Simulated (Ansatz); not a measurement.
# CH₆BNO₂: how energies converge with the basis set

How large a basis does CH₆BNO₂ need? Two functionals are run in growing sets.

The runs use Ansatz 0.2.0, Gaussian basis; one geometry, several basis sets.

Plan: PBE0-D4/def2-SVP; ωB97M-V/def2-SVP; PBE0-D4/def2-QZVPP; ωB97M-V/def2-QZVPP; the functionals' def2-TZVPP values are taken from earlier runs.

## (1) The geometry

An earlier PBE0-D4 in a triple-zeta def2 set relaxation fixed the geometry.

11 atoms, charge 0, spin multiplicity 1.

Atoms are counted from 1 here; the program's logs count them from 0.

Bond lengths: O1–B2 1.362 Å, O1–H6 0.965 Å, B2–N3 1.416 Å, B2–H7 1.197 Å, N3–C4 1.423 Å, N3–H8 1.004 Å, C4–O5 1.424 Å, C4–H9 1.100 Å, C4–H10 1.095 Å, O5–H11 0.962 Å. Angles: B2–O1–H6 111.4°, O1–B2–N3 121.8°, O1–B2–H7 118.8°, N3–B2–H7 119.3°, B2–N3–C4 124.5°, B2–N3–H8 119.6°, C4–N3–H8 115.8°, N3–C4–O5 109.1°, N3–C4–H9 110.6°, N3–C4–H10 109.5°, O5–C4–H9 108.7°, O5–C4–H10 110.7°, H9–C4–H10 108.2°, C4–O5–H11 108.4°.

## (2) PBE0-D4 in def2-SVP

in.yaml

```yaml
crystal:
  periodic: [false, false, false]
  atoms:
    - {symbol: O, position_ang: [-0.365323, 1.867283, 0.524048]}
    - {symbol: B, position_ang: [-0.151010, 0.776266, 1.310708]}
    - {symbol: N, position_ang: [0.041261, -0.514527, 0.761609]}
    - {symbol: C, position_ang: [-0.074469, -0.827108, -0.621316]}
    - {symbol: O, position_ang: [0.833469, -0.016371, -1.360565]}
    - {symbol: H, position_ang: [-0.145906, 1.684651, -0.397258]}
    - {symbol: H, position_ang: [-0.135527, 0.915909, 2.499637]}
    - {symbol: H, position_ang: [0.343998, -1.265718, 1.354751]}
    - {symbol: H, position_ang: [-1.095781, -0.628964, -0.978260]}
    - {symbol: H, position_ang: [0.142077, -1.889996, -0.774597]}
    - {symbol: H, position_ang: [0.672713, -0.158524, -2.298156]}
basis:
  gaussian: {orbitals: def2-SVP}
hamiltonian: {xc: pbe0, dispersion: d4}
output: {orbitals: {seedname: orbitals}}
```

The runs that follow: ωB97M-V in def2-SVP; PBE0-D4 in def2-QZVPP; ωB97M-V in def2-QZVPP.

Before running them: what should the planned runs give, taken together? Wanted: PBE0-D4: double and triple zeta above quadruple; ωB97M-V: double and triple zeta above quadruple.

**Answer**, as computed:

| quantity | value |
| --- | --- |
| PBE0-D4: double and triple zeta above quadruple | 9.11, 0.43 eV |
| ωB97M-V: double and triple zeta above quadruple | 9.36, 0.41 eV |

**Reading.** PBE0-D4 gains 8.67 eV from double to triple zeta, then 0.43 eV more. Total energies overstate the basis error of differences, where much of it tends to cancel. The LUMO of ωB97M-V is positive and keeps falling with the basis (2.77 to 1.29 eV): an unbound level that the basis holds in place.
